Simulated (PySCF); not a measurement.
# C4H9NSi: the cost of one run

Programs: PySCF 2.14.0, with routines of our own; each step states its level. All values are computed. Atoms count from 0.

## 1. The starting structure

15 atoms, charge 0, multiplicity 1; geometry from: GFN2-xTB.

## 2. Relaxing the molecule at PBE0-D3(BJ)/def2-SVP

The job: settings as JSON, then the geometry in Å.

```
{"job": {"xc": "PBE0", "basis": "def2-SVP", "d3": "d3bj", "grid": 1, "kind": "geom"}, "charge": 0, "multiplicity": 1}
C     -1.334020     0.753862     0.594105
C     -0.663007    -0.300054     0.140378
Si    -1.246724    -1.350080    -1.322116
C      0.603036    -0.731702     0.754822
N      1.693232    -0.113954     0.872165
C      1.879067     1.222695     0.395716
H     -2.264791     1.070695     0.151011
H     -0.999275     1.324560     1.448424
H     -1.155780    -2.761238    -0.942879
H     -0.375023    -1.088440    -2.469507
H     -2.628724    -0.985249    -1.632254
H      0.604580    -1.754620     1.125970
H      2.798389     1.235314    -0.191687
H      2.034012     1.870857     1.259961
H      1.050615     1.615344    -0.206024
```

Run with:

```bash
> OMP_NUM_THREADS=1 python excited_run.py task.json out
```

The driver reads the jobs from task.json and runs them one after another.

Q: Estimate the wall time and peak memory of this first job on 1 thread of Arm Neoverse V2, shared host.

About 32 s, with a peak of 0.58 GiB.
